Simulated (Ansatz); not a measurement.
Cl₂FH₃OSi₂, SMILES F[SiH](Cl)O[SiH2]Cl, a comparison of dispersion corrections

Computed with the Ansatz DFT code, driven from Python.

Input file `cl2fh3osi2.xyz`:
```text
9

F    -2.23890   -0.38890   -0.55060
Si   -1.25490   -0.52840    0.69130
Cl   -1.52230   -2.31630    1.61340
O     0.25360   -0.51540    0.09710
Si    1.24220    0.45580   -0.76410
Cl    1.83100    1.96300    0.45070
H    -1.45860    0.60030    1.66230
H     0.54240    1.04370   -1.93360
H     2.47960   -0.25630   -1.19750
```

Notebook, run cell by cell (the value of a cell's last expression is shown):

In [1]:
```python
import ansatz as az

geometry = az.Crystal.molecule_from_extxyz("cl2fh3osi2.xyz")
```

In [2]:
```python
setup = geometry.calculation().basis(gaussian="def2-SVP")
for name in ["r2scan", "pbe"]:
    for correction in ("d3bj", "d4"):
        r = setup.functional(name, dispersion=correction).run(threads=1, pin="off").report
        print(f"{name:8s} {correction:5s} total {r['free_energy_ev']:.5f} eV, of which dispersion {1000 * r['dispersion']['energy']['ev']:.2f} meV")
```
```text
DeckWarning: the engine holds no damping parameters fitted to this dispersion correction and functional, so the run takes those fitted to r2scan beside the three-body term, which d3bj leaves out (hamiltonian.dispersion, under Limitations)
r2scan   d3bj  total -45598.46422 eV, of which dispersion -76.36 meV
r2scan   d4    total -45598.45767 eV, of which dispersion -69.80 meV
pbe      d3bj  total -45580.13659 eV, of which dispersion -257.72 meV
pbe      d4    total -45580.16390 eV, of which dispersion -285.03 meV
```

What to keep in mind:
- Total energies depend on the basis set; only differences at equal settings carry meaning.
- Warnings are shown shortened and without file and line.
- The geometry is a force-field or estimated start, not a minimum of this method, and the basis set is short of its limit. D4 holds the three-body term, and d3bj doesn't.
- A dispersion term here runs with damping parameters fitted for another variant or functional.
- Timing: 14 s on 1 thread of Intel(R) Xeon(R) Platinum 8488C (Sapphire Rapids), with other jobs on the host, peak memory 0.25 GiB.

(Lines on the test bed's own set-up are left out of the output.)
